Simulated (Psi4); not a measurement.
# SiNHF3 (SMILES [NH][Si](F)(F)F): UBLYP/6-31G(d) (spherical functions)

Aim: the energy change on altering one bond length of SiNHF3 at UBLYP/6-31G* (spherical functions), from 2 runs. 

The calculation is run with Psi4 1.11.

4 further runs of the same task are left out: 3 that didn't finish, 1 set aside as unsound or not needed.

### Step 1. The structure to begin with

SiNHF3: 6 atoms, total charge 0, spin state doublet. As SMILES, `[NH][Si](F)(F)F`. Geometry: relaxed at PBE0-D4/def2-TZVP.

Bond lengths: N1–Si2 1.723 Å, Si2–F3 1.568 Å, Si2–F4 1.573 Å, Si2–F5 1.573 Å, N1–H6 1.021 Å. Angles: N1–Si2–F3 109.4°, N1–Si2–F4 111.5°, N1–Si2–F5 111.4°, F3–Si2–F4 107.8°, F3–Si2–F5 107.8°, F4–Si2–F5 108.9°, Si2–N1–H6 114.3°.

### Step 2. Energy and gradient at UBLYP/6-31G(d) (spherical functions)

calc.in reads:

```
memory 2200 mb

molecule {
  0 2
  N
  Si 1 R2
  F 2 R3 1 A3
  F 2 R4 3 A4 1 D4
  F 2 R5 3 A5 4 D5
  H 1 R6 2 A6 3 D6

  R2 = 1.72336
  R3 = 1.567525
  A3 = 109.35567
  R4 = 1.573461
  A4 = 107.79054
  D4 = 121.3266
  R5 = 1.573303
  A5 = 107.8234
  D5 = 117.44712
  R6 = 1.02148
  A6 = 114.2715
  D6 = 179.52235
  symmetry c1
}

set basis 6-31G*
set reference uks
set puream true
set e_convergence 1e-09
set d_convergence 1e-08
set scf_type pk
set dft_radial_points 99
set dft_spherical_points 590
set maxiter 100

result, w = gradient('blyp', return_wfn=True)
oeprop(w, 'MULLIKEN_CHARGES', 'WIBERG_LOWDIN_INDICES', 'QUADRUPOLE')
```

Started as:

```sh
$ psi4 -i calc.in -o calc.out -n 1
```

calc.out:

```text
[...]
  Running in c1 symmetry.
[...]
  Nuclear repulsion =  256.064937016476563
[...]
  Multiplicity = 2
[...]
  Nalpha       = 25
  Nbeta        = 24
[...]
    Number of basis functions: 76
[...]
   @UKS iter   1:  -644.19424856128796   -2.64705e-01   1.05003e-02 DIIS/ADIIS
[...]
   @UKS iter  13:  -644.43425261327559   -1.81899e-12   3.37372e-09 DIIS
[...]
   @S^2 Observed:                7.521174102E-01
[...]
    Orbital Energies [Eh]
    ---------------------
    Alpha Occupied:
       1A    -65.592597     2A    -24.317339     3A    -24.317240
       4A    -24.311222     5A    -14.070970     6A     -5.160751
       7A     -3.581066     8A     -3.580841     9A     -3.578281
      10A     -1.118616    11A     -1.092522    12A     -1.088636
      13A     -0.787724    14A     -0.518090    15A     -0.453837
      16A     -0.449974    17A     -0.439996    18A     -0.394313
      19A     -0.392567    20A     -0.389642    21A     -0.376547
      22A     -0.364813    23A     -0.352903    24A     -0.294007
      25A     -0.276691
    Alpha Virtual:
[...]
  @UKS Final Energy:  -644.43425261327559
   => Energetics <=
    Nuclear Repulsion Energy =            256.0649370164765628
    One-Electron Energy =               -1403.9961133230406176
    Two-Electron Energy =                 563.2450600020979437
    DFT Exchange-Correlation Energy =     -59.7481363088094568
    Empirical Dispersion Energy =           0.0000000000000000
    VV10 Nonlocal Energy =                  0.0000000000000000
    Total Energy =                       -644.4342526132755893
[...]
  -Total Gradient:
     Atom            X                  Y                   Z
    ------   -----------------  -----------------  -----------------
       1       -0.000095716681     0.010297012996     0.010939023288
       2        0.000117361492    -0.000826064723     0.012277042870
       3        0.000009958913     0.026255044528    -0.008401989215
       4        0.022885287342    -0.012830600263    -0.009855685708
       5       -0.022947900324    -0.012867852659    -0.009817302003
       6        0.000086194993    -0.010175458069     0.004891388556
[...]
 Multipole Moments:
 ------------------------------------------------------------------------------------
     Multipole            Electronic (a.u.)      Nuclear  (a.u.)        Total (a.u.)
 ------------------------------------------------------------------------------------
 L = 1.  Multiply by 2.5417464519 to convert [e a0] to [Debye]
 Dipole X            :          0.0031480           -0.0080098           -0.0048618
 Dipole Y            :         -0.3282450            0.9231048            0.5948598
 Dipole Z            :          3.1260133           -3.4766614           -0.3506481
 Magnitude           :                                                    0.6905330
 L = 2.  Multiply by 1.3450342976 to convert [e a0^2] to [Debye ang]
 Quadrupole XX       :       -130.1724549          105.3650256          -24.8074293
 Quadrupole XY       :          0.0024824           -0.0053027           -0.0028203
[...]
  Mulliken Charges: (a.u.)
   Center  Symbol    Alpha    Beta     Spin     Total
       1     N     4.23458  3.25267  0.98191 -0.48725
       2    SI     6.43367  6.42545  0.00822  1.14088
       3     F     4.66501  4.65929  0.00572 -0.32429
       4     F     4.67117  4.65380  0.01737 -0.32497
       5     F     4.67125  4.65355  0.01770 -0.32479
       6     H     0.32432  0.35524 -0.03092  0.32044
   Total alpha = 25.00000, Total beta = 24.00000, Total charge = -0.00000
  Wiberg Bond Indices using Orthogonal Lowdin Orbitals:
[...]
```

Wall time 29 s (1 thread of Intel Xeon Platinum 8259CL at 2.50GHz (Skylake/Cascade Lake), shared host); peak memory 0.89 GiB.

### Step 3. The distorted shape: the energy at UBLYP/6-31G(d) (spherical functions)

f3hnsi.json reads:

```json
{
  "schema_name": "qcschema_input",
  "schema_version": 1,
  "molecule": {
    "schema_name": "qcschema_molecule",
    "schema_version": 2,
    "symbols": ["N", "Si", "F", "F", "F", "H"],
    "geometry": [-1.41719633, 0.42113303, 3.5660228, 0.79019276, -0.89071485, 1.56291311, -0.16459515, 0.73245785, -3.42531757, 0.65696707, -3.86098637, 1.59295975, 3.54673626, -0.04184987, 2.28422157, -1.21083823, -0.08758125, 5.4166316],
    "molecular_charge": 0,
    "molecular_multiplicity": 2,
    "fix_symmetry": "c1",
    "fix_com": true,
    "fix_orientation": true
  },
  "driver": "energy",
  "model": {
    "method": "blyp",
    "basis": "6-31G*"
  },
  "keywords": {
    "reference": "uks",
    "puream": true,
    "e_convergence": 1e-09,
    "d_convergence": 1e-08,
    "scf_type": "pk",
    "dft_radial_points": 99,
    "dft_spherical_points": 590,
    "maxiter": 100,
    "scf_properties": ["LOWDIN_CHARGES", "QUADRUPOLE", "WIBERG_LOWDIN_INDICES"]
  }
}
```

Started as:

```sh
$ psi4 --qcschema f3hnsi.json -n 1 --memory 2200MB
```

stdout:

```text
[...]
  Running in c1 symmetry.
[...]
  Nuclear repulsion =  223.153999957650740
[...]
  Multiplicity = 2
[...]
  Nalpha       = 25
  Nbeta        = 24
[...]
    Number of basis functions: 76
[...]
   @UKS iter   1:  -643.59483441725706   -3.30433e-02   1.45201e-02 DIIS/ADIIS
[...]
   @UKS iter  25:  -644.25246496361501   -8.75389e-12   5.73441e-09 DIIS
[...]
   @S^2 Observed:                7.566469781E-01
[...]
    Orbital Energies [Eh]
    ---------------------
    Alpha Occupied:
       1A    -65.649637     2A    -24.362339     3A    -24.362216
       4A    -24.228122     5A    -14.083913     6A     -5.214379
       7A     -3.635843     8A     -3.634113     9A     -3.631423
      10A     -1.151460    11A     -1.133078    12A     -0.937539
      13A     -0.800533    14A     -0.545420    15A     -0.484136
      16A     -0.470236    17A     -0.446173    18A     -0.426511
      19A     -0.417806    20A     -0.407247    21A     -0.301098
      22A     -0.290190    23A     -0.283716    24A     -0.257342
      25A     -0.241841
    Alpha Virtual:
[...]
  @UKS Final Energy:  -644.25246496361501
   => Energetics <=
    Nuclear Repulsion Energy =            223.1539999576507398
    One-Electron Energy =               -1337.7921148593543421
    Two-Electron Energy =                 529.9286114627993811
    DFT Exchange-Correlation Energy =     -59.5429615247107620
    Empirical Dispersion Energy =           0.0000000000000000
    VV10 Nonlocal Energy =                  0.0000000000000000
    Total Energy =                       -644.2524649636150116
[...]
 Multipole Moments:
 ------------------------------------------------------------------------------------
     Multipole            Electronic (a.u.)      Nuclear  (a.u.)        Total (a.u.)
 ------------------------------------------------------------------------------------
 L = 1.  Multiply by 2.5417464519 to convert [e a0] to [Debye]
 Dipole X            :        -35.9232192           36.2834597            0.3602405
 Dipole Y            :         37.5731764          -38.1430634           -0.5698870
 Dipole Z            :        -54.7084596           56.3263485            1.6178889
 Magnitude           :                                                    1.7527433
 L = 2.  Multiply by 1.3450342976 to convert [e a0^2] to [Debye ang]
 Quadrupole XX       :       -167.1747418          141.6092302          -25.5655116
 Quadrupole XY       :         39.8719477          -39.1752338            0.6967139
[...]
```

The result, in JSON:

```text
{
 "driver": "energy",
 "model": {
  "method": "blyp",
  "basis": "6-31G*"
 },
 "success": true,
 "return_result": -644.252464963615,
 "properties": {
  "calcinfo_nbasis": 76,
  "calcinfo_nmo": 76,
  "calcinfo_nalpha": 25,
  "calcinfo_nbeta": 24,
  "calcinfo_natom": 6,
  "nuclear_repulsion_energy": 223.15399995765074,
  "return_energy": -644.252464963615,
  "scf_one_electron_energy": -1337.7921148593543,
  "scf_two_electron_energy": 529.9286114627994,
  "scf_xc_energy": -59.54296152471076,
  "scf_dipole_moment": [0.3602405259430057, -0.5698870498934525, 1.6178888884315796],
  "scf_total_energy": -644.252464963615,
  "scf_iterations": 25
 }
}
```

Wall time 35 s (1 thread of Intel Xeon Platinum 8259CL at 2.50GHz (Skylake/Cascade Lake), shared host); peak memory 0.83 GiB.

### Step 4. Outcome

At UBLYP/6-31G* (spherical functions):

| quantity | value |
| --- | --- |
| first shape: total energy | -644.43425 Eh |
| first shape: dipole moment | 1.76 D |
| first shape: HOMO energy (highest over α and β) | -7.04 eV |
| first shape: LUMO energy (lowest over α and β) | -5.57 eV |
| first shape: ⟨S²⟩ | 0.752 |
| first shape: largest force on an atom | 1.444 eV/Å |
| distorted shape: total energy | -644.25246 Eh |
| distorted shape: dipole moment | 4.46 D |
| distorted shape: HOMO energy (highest over α and β) | -6.41 eV |
| distorted shape: LUMO energy (lowest over α and β) | -6.21 eV |
| distorted shape: ⟨S²⟩ | 0.757 |
| energy change with the Si2–F3 bond stretched from 1.568 to 2.821 Å | 4.947 eV |

**Reading.** With the Si2–F3 bond stretched from 1.568 to 2.821 Å the energy rises by 4.95 eV (477 kJ/mol). The first shape isn't relaxed at this level, so the change isn't measured from a minimum. The largest force (first shape) is 1.44 eV/Å: the shape isn't a stationary point for this species at this level.
